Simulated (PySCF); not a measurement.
# C5H7BOSe: the cost of one run

Programs: PySCF 2.14.0, with density-fitted response routines of our own. Each step states its level of theory. These are calculated values for one molecule in the gas phase, unless marked as measured. Atoms count from 0, in the outputs and in this text.

**1. Starting geometry**

15 atoms, charge 0, multiplicity 1; geometry from: GFN2-xTB.

Bonds of the start (Å): B0–C1 1.52, C1–C2 1.38, C2–C3 1.41, C3–O4 1.36, O4–C5 1.41, C3–C6 1.38, C6–Se7 1.84, Se7–C1 1.89, B0–H8 1.17, B0–H9 1.17, C2–H10 1.08, C5–H11 1.09, C5–H12 1.09, C5–H13 1.09, C6–H14 1.07.

**2. Ultraviolet spectrum: B3LYP/def2-SVPD**

Job settings and geometry (Å):

```
{"job": {"kind": "uv", "xc": "B3LYP", "basis": "def2-SVPD", "nstates": 8, "ntriplets": 3}, "charge": 0, "multiplicity": 1}
B      3.008881    -0.119696     0.273345
C      1.616535     0.480342     0.147705
C      0.409052    -0.188044     0.176215
C     -0.751095     0.602025     0.034626
O     -2.039427     0.164036     0.031783
C     -2.254994    -1.218928     0.184290
C     -0.495643     1.945969    -0.111832
Se     1.300540     2.327559    -0.081226
H      3.951854     0.570961     0.232911
H      3.120711    -1.276214     0.409616
H      0.381771    -1.257110     0.301923
H     -1.872247    -1.581353     1.143756
H     -3.334795    -1.353902     0.153384
H     -1.795540    -1.789194    -0.629396
H     -1.250016     2.701538    -0.231461
```

Level: TDDFT B3LYP/def2-SVPD, vertical, gas phase, core orbitals frozen in the response.

On the command line:

```sh
> OMP_NUM_THREADS=1 python probes_run.py task.json out
```

This one command runs all jobs of the session in turn.

**Question.** How long does this job take on 1 thread of Arm Neoverse N1, shared host, and how much memory does it need?

About 1.7 min, with a peak of 0.96 GiB.
